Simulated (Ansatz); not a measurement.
**One shape, several levels: singlet SiN2H4F−**

Wanted: a comparison of 6 runs (HF/STO-3G, HF/3-21G, B3LYP/6-31G*, SVWN5/def2-SVPD, r2SCAN/def2-SVPD, MP2/def2-SVPD) of singlet SiN2H4F−. 

The results are computed with Ansatz 0.2.0.

37 further runs of the same task are left out: 37 set aside as unsound or not needed.

### Step 1. The system as given

SiN2H4F− has 8 atoms, charge -1, and is taken as a singlet. As SMILES of the parent species, `N[Si](N)F`. The coordinates come from a PBE0-D4/def2-TZVP relaxation. This is one conformer, not always the lowest. That shape belongs to the parent species and isn't relaxed for this state.

Bond lengths: N1–Si2 1.712 Å, Si2–N3 1.701 Å, Si2–F4 1.611 Å, N1–H5 1.008 Å, N1–H6 1.008 Å, N3–H7 1.005 Å, N3–H8 1.009 Å. Angles: N1–Si2–N3 106.6°, N1–Si2–F4 103.4°, N3–Si2–F4 115.9°, Si2–N1–H5 119.3°, Si2–N1–H6 119.1°, Si2–N3–H7 121.7°, Si2–N3–H8 121.3°, H5–N1–H6 111.5°, H7–N3–H8 112.7°.

### Step 2. The energy at HF/STO-3G (run 1)

File in.yaml:

```yaml
crystal:
  periodic: [false, false, false]
  atoms:
    - {symbol: "N", position_ang: [-0.814900, 1.031500, -0.359900]}
    - {symbol: Si, position_ang: [0.517200, -0.020700, -0.581300]}
    - {symbol: N, position_ang: [0.780300, -0.793300, 0.910700]}
    - {symbol: F, position_ang: [0.045300, -0.971200, -1.794000]}
    - {symbol: H, position_ang: [-1.331700, 1.348900, -1.165000]}
    - {symbol: H, position_ang: [-0.763800, 1.744700, 0.350200]}
    - {symbol: H, position_ang: [1.648600, -1.254800, 1.120500]}
    - {symbol: H, position_ang: [0.011100, -1.142300, 1.463200]}
basis:
  gaussian:
    orbitals: STO-3G
hamiltonian:
  xc: hf
output: {orbitals: {seedname: orbitals}}
accuracy: high
total_charge: -1
```

Run with:

```console
$ ansatz run in.yaml --threads 1 --pin off --max-ram 3480MiB --events-out events.jsonl --progress --plain --runs-dir runs
```

The program printed:

```text
Warning: RAYON_NUM_THREADS=1 ignored (pool sized by the plan → 1); use --threads N
Functional definition: HF
  name "HF"
  exchange = exact_x
  correlation = 0
566 factors; integrals over basis functions are off by at most 2.8e-8 eV
mean field evaluation 1: about -13420.2140 eV, gradient 1.5e1 eV
mean field evaluation 2: about -13420.3607 eV, gradient 1.6e1 eV
mean field evaluation 4: about -13421.4251 eV, gradient 1.1e0 eV
mean field evaluation 8: about -13421.4339 eV, gradient 1.8e-2 eV
mean field -13421.43389793 eV, -493.2285983742 hartree, gradient 1.1e-8 eV, S^2 0.000000; 0 other end points of the search recorded, 0 dependent functions left out
reference -13421.43389793 eV, -493.2285983742 hartree; 21, 21 occupied and 7, 7 virtual orbitals, 566 factors
Total energy: -13421.43389793 eV, -493.2285983742 hartree
```

Wall time 0.24 s (1 thread of Arm Neoverse V1, shared host).

### Step 3. The energy at HF/3-21G (run 2)

File run.yaml:

```yaml
basis:
  gaussian:
    orbitals: 3-21G.json
crystal:
  periodic: [false, false, false]
  atoms:
    - symbol: "N"
      position_ang: [-0.814900, 1.031500, -0.359900]
    - symbol: Si
      position_ang: [0.517200, -0.020700, -0.581300]
    - symbol: "N"
      position_ang: [0.780300, -0.793300, 0.910700]
    - symbol: F
      position_ang: [0.045300, -0.971200, -1.794000]
    - symbol: H
      position_ang: [-1.331700, 1.348900, -1.165000]
    - symbol: H
      position_ang: [-0.763800, 1.744700, 0.350200]
    - symbol: H
      position_ang: [1.648600, -1.254800, 1.120500]
    - symbol: H
      position_ang: [0.011100, -1.142300, 1.463200]
output: {orbitals: {seedname: orbitals}}
hamiltonian:
  xc: hf
accuracy: high
total_charge: -1
```

The basis set 3-21G is read from a file made from the Basis Set Exchange's data (not shown).

Run with:

```console
$ ansatz run run.yaml --threads 1 --pin off --max-ram 3480MiB --events-out events.jsonl --progress --plain --runs-dir runs
```

The program printed:

```text
Warning: RAYON_NUM_THREADS=1 ignored (pool sized by the plan → 1); use --threads N
[... 4 set-up lines as earlier in the session ...]
1126 factors; integrals over basis functions are off by at most 5.2e-9 eV
mean field evaluation 1: about -13520.9000 eV, gradient 2.3e1 eV
mean field evaluation 2: about -13521.3045 eV, gradient 2.4e1 eV
mean field evaluation 4: about -13522.7065 eV, gradient 2.3e0 eV
mean field evaluation 8: about -13522.7307 eV, gradient 2.1e-1 eV
mean field evaluation 16: about -13522.7310 eV, gradient 2.2e-7 eV
mean field -13522.73097189 eV, -496.9511971806 hartree, gradient 2.4e-8 eV, S^2 0.000000; 0 other end points of the search recorded, 0 dependent functions left out
reference -13522.73097189 eV, -496.9511971806 hartree; 21, 21 occupied and 27, 27 virtual orbitals, 1126 factors
Total energy: -13522.73097189 eV, -496.9511971806 hartree
```

It took 0.56 s on 1 thread of Arm Neoverse V1, shared host; peak memory 0.1 GiB.

### Step 4. The energy at B3LYP/6-31G(d) (Cartesian functions) (run 3)

File job.yaml:

```yaml
basis:
  gaussian: {orbitals: "6-31G*"}
crystal:
  periodic: [false, false, false]
  atoms:
    - symbol: "N"
      position_ang: [-0.814900, 1.031500, -0.359900]
    - symbol: Si
      position_ang: [0.517200, -0.020700, -0.581300]
    - symbol: "N"
      position_ang: [0.780300, -0.793300, 0.910700]
    - symbol: F
      position_ang: [0.045300, -0.971200, -1.794000]
    - symbol: H
      position_ang: [-1.331700, 1.348900, -1.165000]
    - symbol: H
      position_ang: [-0.763800, 1.744700, 0.350200]
    - symbol: H
      position_ang: [1.648600, -1.254800, 1.120500]
    - symbol: H
      position_ang: [0.011100, -1.142300, 1.463200]
total_charge: -1
magnetization: {spin_polarized: false}
hamiltonian: {xc: {name: B3LYP}}
accuracy: high
output: {orbitals: {seedname: orbitals}}
```

Run with:

```console
$ ansatz run job.yaml --threads 1 --pin off --max-ram 3480MiB --events-out events.jsonl --progress --plain --runs-dir runs
```

The program printed:

```text
Warning: RAYON_NUM_THREADS=1 ignored (pool sized by the plan → 1); use --threads N
Functional definition: B3LYP
  name "B3LYP"
  parameter a0 = 0.2
  parameter ax = 0.72
  parameter ac = 0.81
  exchange = (1 - a0 - ax)*slater_x + ax*b88_x + a0*exact_x
  correlation = (1 - ac)*vwn_rpa_c + ac*lyp_c
1593 factors; integrals over basis functions are off by at most 3.2e-9 eV
mean field evaluation 1: about -13635.0472 eV, gradient 5.3e1 eV
mean field evaluation 2: about -13628.1919 eV, gradient 7.6e1 eV
mean field evaluation 4: about -13640.5303 eV, gradient 3.2e0 eV
mean field evaluation 8: about -13640.6792 eV, gradient 1.3e-1 eV
mean field evaluation 16: about -13640.6792 eV, gradient 2.1e-5 eV
mean field -13640.67921519 eV, -501.2857151739 hartree, gradient 3.8e-8 eV, S^2 0.000000; 0 other end points of the search recorded, 0 dependent functions left out
reference -13640.67925094 eV, -501.2857164875 hartree; 21, 21 occupied and 51, 51 virtual orbitals, 1593 factors
Total energy: -13640.67925094 eV, -501.2857164875 hartree
```

It took 5.7 s on 1 thread of Arm Neoverse V1, shared host; peak memory 0.22 GiB.

Runs 4 to 5 aren't shown in full; the table further down has their settings and results.

### Step 5. A single-point energy at MP2/def2-SVPD (run 6)

File in.yaml:

```yaml
crystal:
  periodic: [false, false, false]
  atoms:
    - {symbol: "N", position_ang: [-0.814900, 1.031500, -0.359900]}
    - {symbol: Si, position_ang: [0.517200, -0.020700, -0.581300]}
    - {symbol: "N", position_ang: [0.780300, -0.793300, 0.910700]}
    - {symbol: F, position_ang: [0.045300, -0.971200, -1.794000]}
    - {symbol: H, position_ang: [-1.331700, 1.348900, -1.165000]}
    - {symbol: H, position_ang: [-0.763800, 1.744700, 0.350200]}
    - {symbol: H, position_ang: [1.648600, -1.254800, 1.120500]}
    - {symbol: H, position_ang: [0.011100, -1.142300, 1.463200]}
basis:
  gaussian: {orbitals: def2-SVPD}
magnetization: {spin_polarized: false}
total_charge: -1
accuracy: high
correlation: {method: mp2, frozen_orbitals: {F: 1, H: 0, "N": 1, Si: 5}}
```

Run with:

```console
$ ansatz run in.yaml --threads 1 --pin off --max-ram 3480MiB --events-out events.jsonl --progress --plain --runs-dir runs
```

The program printed:

```text
Warning: RAYON_NUM_THREADS=1 ignored (pool sized by the plan → 1); use --threads N
[... 4 set-up lines as earlier in the session ...]
2422 factors; integrals over basis functions are off by at most 3.4e-9 eV
mean field evaluation 1: about -13587.9315 eV, gradient 2.6e1 eV
mean field evaluation 2: about -13587.9389 eV, gradient 2.6e1 eV
mean field evaluation 4: about -13589.7075 eV, gradient 3.4e0 eV
mean field evaluation 8: about -13589.7538 eV, gradient 9.8e-4 eV
mean field -13589.75375805 eV, -499.4142391424 hartree, gradient 2.7e-8 eV, S^2 0.000000; 0 other end points of the search recorded, 0 dependent functions left out
8 core orbitals not correlated: weight in the atoms' cores, before any rotation towards them, 1.000 or more for the frozen orbitals, at most 0.000 for the correlated occupied ones
reference -13589.75375805 eV, -499.4142391424 hartree; 13, 13 occupied and 98, 98 virtual orbitals, 2422 factors
second order -18.41187987 eV of doubles, -0.00000000 eV of singles
Total energy: -13608.16563792 eV, -500.0908632477 hartree
```

Wall time 6.9 s (1 thread of Arm Neoverse V1, shared host); peak memory 0.39 GiB.

### Step 6. All runs side by side

```csv
run,level,Cartesian functions,frozen core orbitals,energy (Eh),HOMO energy (eV),LUMO energy (eV),HOMO–LUMO gap (eV),wall time
1,HF/STO-3G,no,–,-493.228598,5.31,22.12,16.81,0.24 s
2,HF/3-21G,no,–,-496.951197,0.77,12.18,11.41,0.56 s
3,B3LYP/6-31G* (Cartesian functions),yes,–,-501.285716,2.90,7.02,4.12,5.7 s
4,SVWN5/def2-SVPD,no,–,-498.418378,1.94,3.98,2.04,7.2 s
5,r2SCAN/def2-SVPD,no,–,-500.963704,2.14,4.67,2.53,18 s
6,MP2/def2-SVPD,no,8,-500.090863,–,–,–,6.9 s
```

### Step 7. Results

| quantity | value |
| --- | --- |
| run 6: total energy | -500.09086 Eh |
| run 6: correlation energy (8 core orbitals frozen) | -676.6 mEh |

What this shows: Over runs 1, 2, 3, 4, 5 the HOMO–LUMO gap runs from 2.04 eV (SVWN5/def2-SVPD) to 16.81 eV (HF/STO-3G). The two ends differ in method and basis. The empty levels of an anion lie above zero and hang on the basis. Totals of different functionals can't be ranked against each other. In runs 1, 2, 3, 4, 5 the HOMO lies above zero, so the outermost electron may be held by the basis alone. In run 1 the basis is minimal, so the values are rough. All runs together took 39 s, the longest 18 s.
